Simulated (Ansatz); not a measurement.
BiTe:

```
Bi Te
1.0
     2.42271    1.39875    3.31729
    -2.42271    1.39875    3.31729
     0.00000   -2.79750    3.31729
Bi Te
1 1
Cartesian
  0.0000 0.0000 4.9759
  0.0000 0.0000 0.0000
```

The cell comes from a database or a generator and needn't be the stable form of this composition.

```yaml
Program: Ansatz 0.2.0
Task: relaxation of cell and atoms
Functional: PBEsol
Potentials_or_basis: Ansatz PAW
Cutoff: "420 eV (not typed: the program's choice for these potentials)"
k_mesh: 7 × 7 × 7
Occupations: fermi-dirac, width 0.05 eV
Spin: no spin polarisation
```

At the start: volume 33.72 Å³/atom.

Task: Where does the relaxation end?

Result: It ends after 6 steps and the volume is 31.96 Å³/atom (-5.2 %); space group R-3m (No. 166, to 0.05 Å).

The path:
```
step  energy change (eV)  largest force (eV/Å)  volume (Å³)
   1              0.0000                0.0000        67.45
   2             -0.0198                0.0000        62.85
   3             -0.0259                0.0000        64.24
   4             -0.0264                0.0000        64.09
   5             -0.0267                0.0000        63.91
   6             -0.0261                0.0000        63.91
```

Final structure:
```xyz
2
Lattice="2.4050 1.3885 3.1899 -2.4050 1.3885 3.1899 0.0000 -2.7771 3.1899" Properties=species:S:1:pos:R:3 pbc="T T T"
Bi    0.0000    0.0000    4.7848
Te    0.0000    0.0000    0.0000
```

Caveat: the plane-wave basis is chosen anew once the cell has moved, so the energies of steps on either side of that aren't comparable; the PAW data sets come from PBE, with cores solved anew for the run's functional, which leaves a small shift of forces and pressure.
